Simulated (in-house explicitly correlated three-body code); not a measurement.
**Two electrons around a charge of +3.38: exact states and exact Kohn–Sham parts**

Aim: the lowest states of two electrons around a charge of +3.38 to near-exact accuracy, with their sizes and correlation, then the exact Kohn–Sham parts of the ground state and the errors of common functionals.

The numbers are computed with in-house explicitly correlated three-body code version 1 (two electrons, non-relativistic, variational in exponentially correlated functions), except any that are marked as measured or tabulated.

### 1 What is computed

```
charge of the centre : +3.38
mass of the centre   : infinite
interactions         : Coulomb
basis                : 260 functions exp(−a r1 − b r2 − g r12) a state, exponent ranges optimised
units                : hartree and bohr; relativity and QED are left out
```

### 2 The run

Settings:

```ini
Z = 3.38
interaction_strength = 1.0
functions = 260
states_tried = 13
```

On the command line:

```sh
> python run_hyl.py task.json out
```

Before running it: what results should come out? Wanted: ground-state energy; binding of the second electron; ⟨r12⟩, ⟨cos θ12⟩; resonance line 1 ¹S–2 ¹P; polarisability of the ground state; Ts, Ex, Ec; exact less Hartree–Fock.

**Answer**, as computed:

| quantity | value |
| --- | --- |
| ground-state energy | -9.46710312 hartree |
| binding of the second electron | 102.18 eV |
| ⟨r12⟩, ⟨cos θ12⟩ | 0.7501 bohr, -0.0389 |
| resonance line 1 ¹S–2 ¹P | 83.164 eV, f = 0.4991 |
| polarisability of the ground state | 0.11134 bohr³ |
| Ts, Ex, Ec (Kohn–Sham) | 9.42654, -1.88883, -0.04385 hartree |
| exact less Hartree–Fock | -0.04384 hartree |

In words: The second electron is bound by 102.2 eV, and the mean cosine of -0.039 shows the electrons leaning only slightly to opposite sides. The virial ratio −T/E is 1.0000000, where an exact Coulomb state gives 1. Exchange puts 2 ³S 2.34 eV under 2 ¹S. On the exact density OLYP errs least (+1.0 millihartree) and LDA PW92 most (+167.5). Self-consistent top levels of the semilocal functionals lie +15.7 to +18.7 eV from minus the binding energy, the exact Kohn–Sham level.
